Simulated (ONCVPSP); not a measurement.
**Titanium: generating and testing an ONCV potential**

Task: generate the file, and judge it by its errors in other configurations, its logarithmic derivatives, its ghosts and its cutoff.

Method: ONCVPSP 4.0.1, PBE, scalar-relativistic.

## (1) The atom and the settings

Typed settings, in words:

```json
{
  "element": "titanium (Ti, Z = 22)",
  "type": "optimised norm-conserving Vanderbilt (ONCV)",
  "frozen core": "[Ne]",
  "valence charge": "12",
  "reference configuration": "3s2 3p6 3d1 (charge +3)",
  "partial waves": "3s: rc 1.55 bohr, ncon 5, nbas 9, qcut 7.7 1/bohr, 3 projectors, debl 2.5 Ha; 3p: rc 1.15 bohr, ncon 4, nbas 8, qcut 7.2 1/bohr, 1 projector; 3d: rc 1.20 bohr, ncon 4, nbas 7, qcut 6.9 1/bohr, 1 projector; f scattering state at 0.24 Ha: rc 1.30 bohr, ncon 4, nbas 7, qcut 8.6 1/bohr, 2 projectors, debl 1.6 Ha",
  "local potential": "polynomial inside 0.85 bohr (lpopt 5, dvloc0 0 Ha)",
  "core correction": "not asked for"
}
```

An earlier all-electron run gives the scale for the radii.

All-electron outer shells of the reference configuration (PBE, scalar-relativistic, ld1.x):

```json
{"shell": "3s", "level (eV)": "-95.04", "outermost node (bohr)": "0.40", "outermost maximum (bohr)": "0.87"}
{"shell": "3p", "level (eV)": "-70.92", "outermost node (bohr)": "0.37", "outermost maximum (bohr)": "0.89"}
{"shell": "3d", "level (eV)": "-34.69", "outermost node (bohr)": "–", "outermost maximum (bohr)": "0.92"}
{"shell": "4s", "level (eV)": "-26.44", "outermost node (bohr)": "1.20", "outermost maximum (bohr)": "2.39"}
{"shell": "4p", "level (eV)": "-20.90", "outermost node (bohr)": "1.30", "outermost maximum (bohr)": "2.67"}
```

## (2) Generation

File Ti.dat:

```
# ATOM AND REFERENCE CONFIGURATION
# atsym  z   nc   nv     iexc    psfile
  Ti 22.00    3    3        4      upf
#
#   n    l    f
    1    0    2.00
    2    0    2.00
    2    1    6.00
    3    0    2.00
    3    1    6.00
    3    2    1.00
#
# PSEUDOPOTENTIAL AND OPTIMIZATION
# lmax
    3
#
#   l,   rc,      ep,       ncon, nbas, qcut
    0    1.55    0.00    5    9    7.70
    1    1.15    0.00    4    8    7.20
    2    1.20    0.00    4    7    6.90
    3    1.30    0.24    4    7    8.60
#
# LOCAL POTENTIAL
# lloc, lpopt,  rc(5),   dvloc0
    4    5    0.85    0.00
#
# VANDERBILT-KLEINMAN-BYLANDER PROJECTORs
# l, nproj, debl
    0    3    2.50
    1    1    3.30
    2    1    0.80
    3    2    1.60
#
# MODEL CORE CHARGE
# icmod, fcfact, rcfact
    0    0.00    0.00
#
# LOG DERIVATIVE ANALYSIS
# epsh1, epsh2, depsh
   -5.00    5.00    0.04
#
# OUTPUT GRID
# rlmax, drl
    6.00    0.01
#
# TEST CONFIGURATIONS
# ncnf
    4
# nvcnf
#   n    l    f
    4
    3    0    2.00
    3    1    6.00
    3    2    2.00
    4    0    2.00
#
    4
    3    0    2.00
    3    1    6.00
    3    2    2.00
    4    0    1.00
#
    3
    3    0    2.00
    3    1    6.00
    3    2    2.00
#
    3
    3    0    2.00
    3    1    6.00
    3    2    3.00
#
```

Command:

```console
oncvpsp.x < Ti.dat > Ti.out
```

Before running it: what results should come out? Wanted: cutoffs for 1 and 0.1 mHa per electron, occupied waves; bound ghosts; GHOST(+) flags; largest test error; largest phase difference near zero energy, channels read; projector energies reset by the program.

The runs gave:

```
                                                quantity                       value
  cutoffs for 1 and 0.1 mHa per electron, occupied waves           119 Ha and 154 Ha
                                            bound ghosts                  none found
                                          GHOST(+) flags                 s at 460 eV
                            largest test error (AE − PS)    +44 meV, for 3s2 3p6 3d3
largest phase difference near zero energy, channels read                   0.011 rad
                 projector energies reset by the program  s: -3.493, 0.250, 2.750 Ha
```

By total energies transferability is fair: the largest error is 44 meV on 40.5 eV, for 3s2 3p6 3d3. The potential is very hard: the looser tolerance needs 119 Ha. At the looser tolerance the 3d wave is the slowest; 3s needs 23 Ha. The program's ghost test flags no bound state. Near zero energy the phases of the channels with partial waves agree within 0.011 rad. The program also flags highly localised states, GHOST(+) (s). All of this concerns the isolated atom, not yet a solid.
